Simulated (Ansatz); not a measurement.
# F3PSi: the cost of one run

Program: Ansatz 0.2.0. Level of theory: the levels named in each step. These are calculated values, not measurements.

### 1 The starting structure

Bond lengths: F1–P2 1.661 Å, P2–Si3 2.100 Å, Si3–F4 1.594 Å, Si3–F5 1.596 Å. Angles: F1–P2–Si3 100.3°, P2–Si3–F4 115.7°, P2–Si3–F5 146.6°, F4–Si3–F5 97.7°.

Structure file:

```xyz
5

F     2.1800    0.7007   -0.1925
P     1.3122   -0.6042    0.3591
Si   -0.6423    0.0401   -0.0571
F    -1.8052   -0.9736    0.3434
F    -1.5645    1.1986   -0.6520
```

### 2 A rough first relaxation, PBE-D4/def2-SVP

This run stands in another session on the same molecule. It ended at:

```xyz
5

F     2.0579    0.7848   -0.2398
P     1.3388   -0.5895    0.3549
Si   -0.6835   -0.0591   -0.0139
F    -1.9093   -1.0530    0.3734
F    -1.3238    1.2785   -0.6737
```

### 3 Relaxation, r2SCAN-D4/def2-TZVPP

Contents of input.yaml:

```yaml
crystal:
  periodic: [false, false, false]
  atoms:
    - { symbol: F, position_ang: [2.05786236, 0.78475704, -0.23979568] }
    - { symbol: P, position_ang: [1.33880132, -0.58950859, 0.35493394] }
    - { symbol: Si, position_ang: [-0.683508, -0.05912907, -0.0138693] }
    - { symbol: F, position_ang: [-1.90926898, -1.05297416, 0.37341217] }
    - { symbol: F, position_ang: [-1.32377669, 1.27849477, -0.67371114] }
basis:
  gaussian: { orbitals: def2-TZVPP }
hamiltonian:
  xc: r2scan
  dispersion: d4
relax:
  f_tol: 0.002
  max_steps: 150
```

Run with:

```
$ ansatz run input.yaml --threads 4 --pin off --max-ram 10240MiB --backend cpu --events-out ev --progress --plain --runs-dir out
```

Q: Estimate wall time and peak memory on 4 threads of Arm Neoverse V2, shared host.

About 15 s, with a peak of 0.23 GiB.
